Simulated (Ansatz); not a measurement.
# AlH5O2Si: the cost of one run

Program: Ansatz 0.2.0. Level of theory: RKS r2SCAN-D4/6-31G*. These are calculated values, not measurements.

### 1 The starting structure

Bond lengths: O1–Al2 1.789 Å, Al2–Si3 2.351 Å, Si3–O4 1.701 Å, O1–H5 1.036 Å, Al2–H6 1.604 Å, Si3–H7 1.532 Å, Si3–H8 1.421 Å, O4–H9 0.925 Å. Angles: O1–Al2–Si3 118.4°, O1–Al2–H6 120.5°, Si3–Al2–H6 121.0°, Al2–O1–H5 105.7°, Al2–Si3–O4 110.7°, Al2–Si3–H7 108.4°, Al2–Si3–H8 110.3°, O4–Si3–H7 106.2°, O4–Si3–H8 113.3°, H7–Si3–H8 107.7°, Si3–O4–H9 105.8°.

As a file:

```xyz
9

O    -0.6037    2.1042   -0.8301
Al   -0.2137    1.1166    0.6095
Si    0.3064   -1.1556    0.3003
O     0.3108   -1.5503   -1.3543
H    -1.6311    2.0385   -0.9458
H    -0.2019    1.7765    2.0715
H     1.7339   -1.3973    0.8008
H    -0.5648   -1.9710    1.0711
H     0.9526   -1.0079   -1.7403
```

### 2 End point A

The input, input.yaml:

```yaml
crystal:
  periodic: [false, false, false]
  atoms:
    - { symbol: O, position_ang: [-0.6037, 2.1042, -0.8301] }
    - { symbol: Al, position_ang: [-0.2137, 1.1166, 0.6095] }
    - { symbol: Si, position_ang: [0.3064, -1.1556, 0.3003] }
    - { symbol: O, position_ang: [0.3108, -1.5503, -1.3543] }
    - { symbol: H, position_ang: [-1.6311, 2.0385, -0.9458] }
    - { symbol: H, position_ang: [-0.2019, 1.7765, 2.0715] }
    - { symbol: H, position_ang: [1.7339, -1.3973, 0.8008] }
    - { symbol: H, position_ang: [-0.5648, -1.971, 1.0711] }
    - { symbol: H, position_ang: [0.9526, -1.0079, -1.7403] }
basis:
  gaussian: { orbitals: "6-31G*" }
hamiltonian:
  xc: r2scan
  dispersion: d4
relax:
  f_tol: 0.015
  max_steps: 40
```

On the command line:

```console
> ansatz run input.yaml --threads 1 --pin off --max-ram 2048MiB --backend cpu --events-out ev --progress --plain --runs-dir out
```

What time and memory should one allow on 1 thread of Intel Xeon Platinum 8488C (Sapphire Rapids), shared host?

About 53 s, with a peak of 0.16 GiB.
